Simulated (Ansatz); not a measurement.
# ClH5N3V: the cost of one run

Computed with the Python package of Ansatz 0.2.0. Level of theory: PBE0-DH/6-31G*.

### Step 1. The structure

Bond lengths: N1–V2 1.781 Å, V2–N3 2.042 Å, V2–N4 2.096 Å, V2–Cl5 2.355 Å, N1–H6 1.085 Å, N3–H7 1.052 Å, N3–H8 1.107 Å, N4–H9 1.054 Å, N4–H10 1.102 Å. Angles: N1–V2–N3 107.8°, N1–V2–N4 111.4°, N1–V2–Cl5 110.0°, N3–V2–N4 110.0°, N3–V2–Cl5 109.5°, N4–V2–Cl5 108.1°, V2–N1–H6 121.9°, V2–N3–H7 106.7°, V2–N3–H8 104.3°, H7–N3–H8 102.9°, V2–N4–H9 105.9°, V2–N4–H10 103.0°, H9–N4–H10 101.8°.

The script holds or builds the structure itself.

### Step 2. Script

Contents of energy.py:

```python
from pathlib import Path
import json

import ansatz

config = {
    "basis": "6-31G*",
}

GEOMETRY = """
N    -1.76620    0.48420   -0.66580
V    -0.06470   -0.03470   -0.57750
N    -0.03600   -1.98660    0.02160
N     1.02690    1.14510    0.76800
Cl    0.94410    0.15070   -2.69750
H    -2.13540    1.33530   -0.10260
H    -0.18240   -1.98460    1.06330
H     1.02470   -2.28810   -0.07770
H     0.77200    2.14440    0.54830
H     0.50020    0.98330    1.72280
"""

clh5n3v = ansatz.Crystal.molecule()
for line in GEOMETRY.strip().splitlines():
    symbol, *xyz = line.split()
    clh5n3v = clh5n3v.atom(symbol, [float(v) for v in xyz])

calc = (
    clh5n3v.calculation()
    .basis(gaussian=config["basis"])
    .functional(ansatz.LibraryFunctional("PBE0-DH"))
    .accuracy("medium")
    .orbitals()
)
res = calc.run(threads=1, pin="off", runs_dir="clh5n3v_runs")
report = res.report

print(f"E = {report['free_energy_ev']:.6f} eV = {report['free_energy_ev'] / 27.211386246:.7f} Ha")
print("converged:", report["converged"], " doubts:", report["published_state_doubts"] or "none")

field = report["mean_field"]
print("<S^2> =", round(abs(field["state"]["spin_squared"]), 4), " all-electron relativity setting:", field["relativity"])
print("passes:", field["passes"])
if "symmetry" in field:
    print("occupied orbitals by irrep:", field["symmetry"]["occupied"])

lines = Path(report["orbitals_path"]).read_text().splitlines()
field_of = lambda key: [line.split("=")[1].strip() for line in lines if line.startswith(key)]
orbitals = [(27.211386 * float(e), s, float(n)) for e, s, n in zip(field_of("Ene="), field_of("Spin="), field_of("Occup="))]
homo = max(e for e, _, n in orbitals if n > 0.5)
lumo = min(e for e, _, n in orbitals if n < 0.5)
for e, spin, n in sorted(orbitals):
    if homo - 6 < e < lumo + 5:
        print(f"{spin:6s} {e:10.3f} eV  occupation {n:.0f}")
with open("clh5n3v.json", "w") as handle:
    json.dump({k: report[k] for k in ("free_energy_ev", "reference_energy_ev", "n_occupied", "n_virtual")}, handle, indent=1)
```

### Step 3. The calls as engine input

The package turns the script's settings into the engine's input:

```yaml
crystal:
  periodic: [false, false, false]
  atoms:
    - { symbol: "N", position_ang: [-1.7662, 0.4842, -0.6658] }
    - { symbol: V, position_ang: [-0.0647, -0.0347, -0.5775] }
    - { symbol: "N", position_ang: [-0.036, -1.9866, 0.0216] }
    - { symbol: "N", position_ang: [1.0269, 1.1451, 0.768] }
    - { symbol: Cl, position_ang: [0.9441, 0.1507, -2.6975] }
    - { symbol: H, position_ang: [-2.1354, 1.3353, -0.1026] }
    - { symbol: H, position_ang: [-0.1824, -1.9846, 1.0633] }
    - { symbol: H, position_ang: [1.0247, -2.2881, -0.0777] }
    - { symbol: H, position_ang: [0.772, 2.1444, 0.5483] }
    - { symbol: H, position_ang: [0.5002, 0.9833, 1.7228] }
accuracy: medium
basis:
  gaussian:
    orbitals: "6-31G*"
hamiltonian:
  xc:
    name: PBE0-DH
output:
  orbitals: {}
```

### Step 4. Launch

Run with:

```console
$ python energy.py
```

**Question.** How long does this script take on 1 thread of Arm Neoverse V1, shared host, and how much memory does it need?

About 17 s, with a peak of 0.38 GiB.
